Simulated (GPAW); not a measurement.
# MnPt2 (P-3m1) in GPAW: reference runs

How does MnPt2 come out in PBEsol? The cell is run as given.

All numbers are computed with GPAW 26.7.0; they aren't measurements. Logs are shortened: lines on timing, memory, paths and dates and some standing lists are left out, and cuts for length are marked. The log counts tension as positive stress, the text compression.

## 1. The structure

Symmetry: P-3m1, No. 164, trigonal system. Conventional cell: a = 2.858 Å, b = 2.858 Å, c = 6.533 Å, α = 90.00°, β = 90.00°, γ = 120.00°. Pt (site symmetry 3m) is surrounded by 3 Mn at 2.64 Å and 9 Pt at 2.86 to 2.91 Å. Mn (site symmetry -3m) is surrounded by 6 Pt at 2.64 Å and 6 Mn at 2.86 Å.

The cell comes from a database or a generator and needn't be the stable form of this composition.

## 2. Single point, PBEsol, collinear spin, ferromagnetic start

Contents of run.py:

```python
from ase import Atoms
from ase.dft.bandgap import bandgap
from ase.io import write
from ase.units import GPa
from gpaw import GPAW, PW, setup_paths

setup_paths.insert(0, '.')

atoms = Atoms(['Pt', 'Pt', 'Mn'],
              cell=[[2.8584044518, 0.0, 0.0],
                    [-1.4292022259, 2.4754508696, 0.0],
                    [0.0, 0.0, 6.532504]],
              scaled_positions=[[0.6666666667, 0.3333333333, 0.316206],
                                [0.3333333333, 0.6666666667, 0.683794],
                                [0.0, 0.0, 0.0]],
              pbc=True)
atoms.set_initial_magnetic_moments([0.0, 0.0, 4.0])

calc = GPAW(mode=PW(600),
            xc='PBEsol',
            kpts={'size': (11, 11, 4), 'gamma': True},
            occupations={'name': 'fermi-dirac', 'width': 0.05},
            nbands=41,
            convergence={'density': 1e-05, 'energy': 1e-05},
            maxiter=150,
            txt='gpaw.txt')
atoms.calc = calc
energy = atoms.get_potential_energy()
forces = atoms.get_forces()
stress = atoms.get_stress()
calc.write('gs.gpw')
write('result.traj', atoms)
print(f'Energy: {energy:.6f} eV')
print('Forces (eV/A):')
print(forces.round(4))
print('Stress (GPa):', (stress / GPa).round(3))
print('Moments:', calc.get_magnetic_moments().round(3))
print('Fermi level:', round(calc.get_fermi_level(), 4), 'eV')
print(f'Gap: {bandgap(calc)[0]:.4f} eV, direct: {bandgap(calc, direct=True)[0]:.4f} eV')
```

Potentials or basis: PAW data sets generated in the run's folder for this functional, pw.

Started as:

```bash
$ gpaw-setup -f PBEsol Mn Pt
$ OMP_NUM_THREADS=1 python run.py
```

gpaw.txt:

```text
__  _  _
 | _ |_)|_||  |
 |__||  | ||/\| - 26.7.0

Input parameters:
  mode=PW(ecut=600.0),
  convergence={'density': 1e-05, 'energy': 1e-05},
  kpts=MonkhorstPack(size=(11, 11, 4), gamma=True),
  maxiter=150,
  nbands=41,
  occupations=Occupations(name='fermi-dirac', width=0.05),
  xc=XC(name='PBEsol')

Diagonalizing LCAO Hamiltonian
Converting LCAO to pw mode

        Pt

           Pt

       Mn

Atoms  # Å, Bohr magnetons
|   | symbol |         x |        y |        z |    initial magnetic moments |
|---|--------|-----------|----------|----------|-----------------------------|
| 0 |     Pt |  1.429202 | 0.825150 | 2.065617 | ( 0.0000,  0.0000,  0.0000) |
| 1 |     Pt | -0.000000 | 1.650301 | 4.466887 | ( 0.0000,  0.0000,  0.0000) |
| 2 |     Mn |  0.000000 | 0.000000 | 0.000000 | ( 0.0000,  0.0000,  4.0000) |

Unit cell  # Å
| periodic |         x |        y |        z |  lengths |     angles |
|----------|-----------|----------|----------|----------|------------|
|      yes |  2.858404 | 0.000000 | 0.000000 | 2.858404 |  90.000000 |
|      yes | -1.429202 | 2.475451 | 0.000000 | 2.858404 |  90.000000 |
|      yes |  0.000000 | 0.000000 | 6.532504 | 6.532504 | 120.000000 |

Number of symmetries: 12
Symmetry operations  # r_c * U_cc + t_c -> r_c
|    | kind |            matrix            |
|----|------|------------------------------|
|  0 |  σ   |  1, 1, 0,  0,-1, 0,  0, 0, 1 |
|  1 |  S6  |  1, 1, 0, -1, 0, 0,  0, 0,-1 |
|  2 |  E   |  1, 0, 0,  0, 1, 0,  0, 0, 1 |
|  3 |  C2  |  1, 0, 0, -1,-1, 0,  0, 0,-1 |
|  4 |  C2  |  0, 1, 0,  1, 0, 0,  0, 0,-1 |
|  5 |  C3  |  0, 1, 0, -1,-1, 0,  0, 0, 1 |
|  6 |  S6  |  0,-1, 0,  1, 1, 0,  0, 0,-1 |
|  7 |  σ   |  0,-1, 0, -1, 0, 0,  0, 0, 1 |
|  8 |  σ   | -1, 0, 0,  1, 1, 0,  0, 0, 1 |
|  9 |  i   | -1, 0, 0,  0,-1, 0,  0, 0,-1 |
| 10 |  C3  | -1,-1, 0,  1, 0, 0,  0, 0, 1 |
| 11 |  C2  | -1,-1, 0,  0, 1, 0,  0, 0,-1 |

BZ-sampling:
  Number of BZ points: 484
  Number of IBZ points: 58

  Monkhorst-Pack size: [11, 11, 4]
  Monkhorst-Pack shift: [0.0, 0.0, 0.125]

K-points  # in reciprocal-cell coordinates
|     |                                coordinates |     weight |
|-----|--------------------------------------------|------------|
|   0 | (  0.00000000,   0.00000000,   0.00000000) | 0.00206612 |
|   1 | (  0.00000000,   0.00000000,   0.25000000) | 0.00413223 |
|   2 | (  0.00000000,   0.00000000,   0.50000000) | 0.00206612 |
|   3 | (  0.09090909,   0.00000000,  -0.25000000) | 0.01239669 |
|   4 | (  0.09090909,   0.00000000,   0.00000000) | 0.01239669 |
|   5 | (  0.09090909,   0.00000000,   0.25000000) | 0.01239669 |
|   6 | (  0.09090909,   0.00000000,   0.50000000) | 0.01239669 |
|   7 | (  0.18181818,  -0.09090909,   0.00000000) | 0.01239669 |
|   8 | (  0.18181818,  -0.09090909,   0.25000000) | 0.02479339 |
|   9 | (  0.18181818,  -0.09090909,   0.50000000) | 0.01239669 |
| ... |                                            |            |
|  57 | (  0.45454545,   0.45454545,   0.50000000) | 0.01239669 |

Plane wave coefficients: 1552
Cutoff: 600.0 eV

Spin-components: 2 (collinear spins)
Bands:           41
Projectors:      18
Spin-degeneracy: 1
Datatype:        complex128

Parallelization:
  kpt:    1
  domain: 1
  band:   1

Density:
  Valence electrons: 47.0
  Components: 2
  Grid points: [18 18 40]
  Charge: 0.0  # |e|

Potential:
  Grid points: [18 18 40]

species:
  Pt:
    name:    Platinum
    Z:       78.0
    valence: 16
    core:    62
    charge:  0.0  # [|e|]
    compensation charges:
      type: gauss
      rc: 0.41  # [Å]
      lmax: 2
    cutoffs:
      filter: 2.26  # [Å]
      core: 2.26  # [Å]
    projectors
    | kind |    occ | energy [eV] | rcut [Å] |
    |------|--------|-------------|----------|
    |   6s |  1.000 |      -5.666 |    1.307 |
    |   5p |  6.000 |     -56.073 |    1.371 |
    |   6p |  0.000 |      -0.783 |    1.371 |
    |   5d |  9.000 |      -6.179 |    1.307 |
    |    s |        |      21.545 |    1.307 |
    |    d |        |      21.032 |    1.307 |

    Using partial waves for Pt as LCAO basis

  Mn:
    name:    Manganese
    Z:       25.0
    valence: 15
    core:    10
    charge:  0.0  # [|e|]
    compensation charges:
      type: gauss
      rc: 0.38  # [Å]
      lmax: 2
    cutoffs:
      filter: 2.14  # [Å]
      core: 0.86  # [Å]
    projectors
    | kind |    occ | energy [eV] | rcut [Å] |
    |------|--------|-------------|----------|
    |   3s |  2.000 |     -85.624 |    1.275 |
    |   4s |  2.000 |      -5.124 |    1.275 |
    |   3p |  6.000 |     -54.486 |    1.281 |
    |   4p |  0.000 |      -1.348 |    1.281 |
    |   3d |  5.000 |      -6.794 |    1.138 |
    |    d |        |      20.417 |    1.138 |

    Using partial waves for Mn as LCAO basis

Reference energy: -1031954.494681  # eV

eigensolver:
[... 26 lines left out ...]
convergence criteria:
- Maximum integral of absolute [dens]ity change: 1e-05 electrons / valence electron
- Maximum [total energy] change in last 3 cyles: 1e-05 eV / valence electron
- Maximum integral of absolute [eigenst]ate change: 4e-08 eV^2 / valence electron
maximum number of iterations: 150

SCF iterations
|iter     | |      energy | eigst |  dens |  magmom |
|---------|-|-------------|-------|-------|---------|
|iter:   1| |  -29.243745 | +0.42 |       |  +4.0029|
|iter:   2| |  -25.855224 | -1.51 | -0.77 |  +3.9247|
|iter:   3| |  -25.661411 | -3.28 | -1.21 |  +3.9303|
|iter:   4| |  -25.301779 | -2.67 | -1.28 |  +3.9562|
|iter:   5| |  -25.224415 | -2.81 | -1.49 |  +4.0203|
|iter:   6| |  -25.228240 | -3.56 | -1.71 |  +4.1281|
|iter:   7| |  -25.238249 | -3.43 | -1.90 |  +4.2712|
|iter:   8| |  -25.242455 | -3.96 | -2.29 |  +4.3678|
|iter:   9| |  -25.243470 | -4.69 | -2.69 |  +4.4302|
|iter:  10| |  -25.243537 | -5.93 | -3.05 |  +4.4471|
|iter:  11| |  -25.243568c| -6.44 | -3.43 |  +4.4541|
|iter:  12| |  -25.243589c| -7.23 | -3.85 |  +4.4580|
|iter:  13| |  -25.243589c| -7.46c| -4.13 |  +4.4586|
|iter:  14| |  -25.243591c| -7.75c| -4.81 |  +4.4588|
|iter:  15| |  -25.243591c| -8.69c| -5.12c|  +4.4589|

Converged in 15 steps
Energy contributions relative to reference atoms: (reference = -1031954.494681)

Energy contributions:
  Kinetic:         -19.517282
  Coulomb:          15.445076
  Zero:             -0.945765
  External:          0.000000
  Xc:              -20.214367
  Entropy:          -0.022507
  Spinorbit:         0.000000
  ----------------------------
  Free energy:     -25.254844
  Extrapolated:    -25.243591

dipole moment: (-3.213925, -5.566681, -14.689997)  # |e|*Ang

Total magnetic moment: (0.000000, 0.000000, 4.458852)

Local magnetic moments
|        x |        y |        z |
|----------|----------|----------|
| 0.000000 | 0.000000 | 0.300305 |  # Pt   0
| 0.000000 | 0.000000 | 0.300305 |  # Pt   1
| 0.000000 | 0.000000 | 3.622037 |  # Mn   2

Fermi level: 10.002
Eigenvalues  # (at kpt = [0.000, 0.000, 0.000])
| band index |      eig [eV] | occ [0-1] |      eig [eV] | occ [0-1] |
|------------|---------------|-----------|---------------|-----------|
|          0 |       -70.652 |     1.000 |       -66.639 |     1.000 |
|        ... |               |           |               |           |
|         18 |         7.032 |     1.000 |         7.636 |     1.000 |
|         19 |         7.032 |     1.000 |         8.131 |     1.000 |
|         20 |         7.368 |     1.000 |         8.131 |     1.000 |
|         21 |         7.866 |     1.000 |         9.090 |     1.000 |
|         22 |         8.476 |     1.000 |         9.090 |     1.000 |
|         23 |         8.476 |     1.000 |        10.679 |     0.000 |
|         24 |         8.922 |     1.000 |        11.334 |     0.000 |
|         25 |         8.922 |     1.000 |        11.334 |     0.000 |
|         26 |         9.236 |     1.000 |        12.211 |     0.000 |
|         27 |         9.236 |     1.000 |        12.212 |     0.000 |
|         28 |        20.072 |     0.000 |        20.447 |     0.000 |
|         29 |        21.176 |     0.000 |        22.212 |     0.000 |
|         30 |        25.244 |     0.000 |        25.438 |     0.000 |
|         31 |        25.321 |     0.000 |        25.461 |     0.000 |
|         32 |        27.058 |     0.000 |        27.364 |     0.000 |
|        ... |               |           |               |           |
|         40 |        32.366 |     0.000 |        33.263 |     0.000 |

No gap
No difference between direct/indirect transitions

Forces  # eV/Ang
|       x |        y |        z |
|---------|----------|----------|
| 0.00000 |  0.00000 |  0.08386 |  # Pt   0
| 0.00000 | -0.00000 | -0.08386 |  # Pt   1
| 0.00000 |  0.00000 |  0.00000 |  # Mn   2

Stress tensor  # eV/Ang^3
|        x |        y |        z |
|----------|----------|----------|
| 0.061187 | 0.000000 | 0.000000 |
| 0.000000 | 0.061187 | 0.000000 |
| 0.000000 | 0.000000 | 0.043468 |

# Writing to gs.gpw (mode='')
```

Run time: 4.4 min. Hardware: 1 thread of Arm Neoverse V1, shared host; peak memory 0.3 GiB.

What came out:

- Free energy: -25.2548 eV
- Pressure: -8.9 GPa
- Largest force: 0.084 eV/Å
- Band gap on the k mesh: none (metal or under the smearing width)
- Net moment: 4.46 μB per cell
- Site moments: Pt +0.30; Mn +3.62 μB

Forces in eV/Å, atoms in the order of the input:
```
Pt   0.000  0.000  0.084
Pt   0.000  0.000 -0.084
Mn   0.000  0.000  0.000
```

Stress tensor (GPa, compression positive):
```
-9.80  0.00  0.00
 0.00 -9.80  0.00
 0.00  0.00 -6.96
```
